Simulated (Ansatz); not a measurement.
# AsP: basis-set convergence

One table from this session's results is given with a row withheld; the runs are named, their logs left out.

Computed with Ansatz 0.2.0, Gaussian basis. Level: one geometry, several basis sets.

Levels to be run: PBE0-D4/def2-SVP; ωB97M-V/def2-SVP; PBE0-D4/def2-QZVPP; ωB97M-V/def2-QZVPP; the functionals' def2-TZVPP values are taken from earlier runs.

## Structure used throughout

The geometry comes from an earlier relaxation with PBE0-D4 in a triple-zeta def2 set; it is a stationary point.

SMILES `P#[As]`, 2 atoms, charge 0, spin multiplicity 1.

Atoms are counted from 1 here; the program's logs count them from 0.

Bond lengths: P1–As2 1.988 Å.

Set-up of the first run:

Input file in.yaml:

```yaml
crystal:
  periodic: [false, false, false]
  atoms:
    - {symbol: P, position_ang: [0.848249, -0.280478, 0.435404]}
    - {symbol: As, position_ang: [-0.848249, 0.280478, -0.435404]}
basis:
  gaussian: {orbitals: def2-SVP}
hamiltonian: {xc: pbe0, dispersion: d4}
output: {orbitals: {seedname: orbitals}}
```

The run is started by

```console
> ansatz run in.yaml --threads 2 --pin off --events-out ev --progress --plain --max-ram 32768MiB --backend cpu
```

Steps of the session up to this table: PBE0-D4 in def2-SVP; ωB97M-V in def2-SVP; PBE0-D4 in def2-QZVPP; ωB97M-V in def2-QZVPP.

One table of the session follows, with a row left open; its other results are not shown here.

It belongs to the step «Density functionals: the series». 

```
functional       basis  HOMO (eV)  LUMO (eV)
   PBE0-D4    def2-SVP          ?          ?
   PBE0-D4  def2-TZVPP      -7.76      -2.59
   PBE0-D4  def2-QZVPP      -7.80      -2.65
   ωB97M-V    def2-SVP      -9.64      -0.41
   ωB97M-V  def2-TZVPP      -9.67      -0.56
   ωB97M-V  def2-QZVPP      -9.73      -0.68
```

Estimate the missing values for PBE0-D4, def2-SVP.

The run gave: HOMO (eV): -7.75; LUMO (eV): -2.50. In the column «HOMO (eV)» it is the highest.
